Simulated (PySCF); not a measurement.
# C21H21P (Phenpropyldiphenylphosphine): the cost of one run

Programs: PySCF 2.14.0, with routines of our own; each step states its level. All values are computed. Atoms count from 0.

### 1 The starting structure

43 atoms, charge 0, multiplicity 1; geometry from: GFN2-xTB.

### 2 NMR shifts: GIAO KT3/pcSseg-1

What the job is given:

```
{"job": {"kind": "nmr", "xc": "KT3", "basis": "pcSseg-1", "pop": false}, "charge": 0, "multiplicity": 1}
C      5.292922     0.725922     1.366468
C      5.230891    -0.347031     0.493062
C      4.129050    -1.182596     0.497070
C      3.071563    -0.959064     1.371091
C      1.865045    -1.853845     1.345963
C      1.011195    -1.624182     0.092366
C      0.488830    -0.193613     0.013395
P     -0.533216     0.019676    -1.532184
C     -1.944577    -1.054428    -1.038252
C     -2.265630    -2.138159    -1.845344
C     -3.315254    -2.975994    -1.509860
C     -4.049507    -2.737641    -0.361055
C     -3.735293    -1.656968     0.448130
C     -2.691060    -0.817183     0.111246
C     -1.325744     1.639034    -1.204487
C     -0.658656     2.692222    -0.589552
C     -1.276896     3.922702    -0.450519
C     -2.557601     4.122116    -0.936175
C     -3.219469     3.084426    -1.572236
C     -2.604493     1.856072    -1.713670
C      3.145534     0.117730     2.244273
C      4.248608     0.953697     2.245173
H      6.153499     1.378719     1.365965
H      6.045534    -0.533019    -0.191653
H      4.089034    -2.024404    -0.179861
H      1.251779    -1.673440     2.231852
H      2.187706    -2.897920     1.364673
H      1.604372    -1.834367    -0.800821
H      0.170001    -2.323101     0.105475
H      1.334400     0.497270    -0.040136
H     -0.107461     0.050016     0.897100
H     -1.686228    -2.316496    -2.740937
H     -3.560728    -3.813225    -2.146938
H     -4.868216    -3.390689    -0.096162
H     -4.309981    -1.467519     1.343641
H     -2.462354     0.034423     0.737456
H      0.347790     2.556575    -0.220640
H     -0.753964     4.731943     0.038329
H     -3.035148     5.085231    -0.830941
H     -4.217205     3.233282    -1.958991
H     -3.116338     1.048501    -2.219720
H      2.333900     0.298320     2.935532
H      4.294076     1.783938     2.934898
```

Method: GIAO KT3/pcSseg-1 NMR shielding, non-relativistic, gas phase.

On the command line:

```console
$ OMP_NUM_THREADS=1 python large_run.py task.json out
```

This one command runs all jobs of the session in turn.

Q: Estimate the wall time and peak memory of this job on 1 thread of Arm Neoverse N1, shared host.

About 91 s, with a peak of 0.67 GiB.
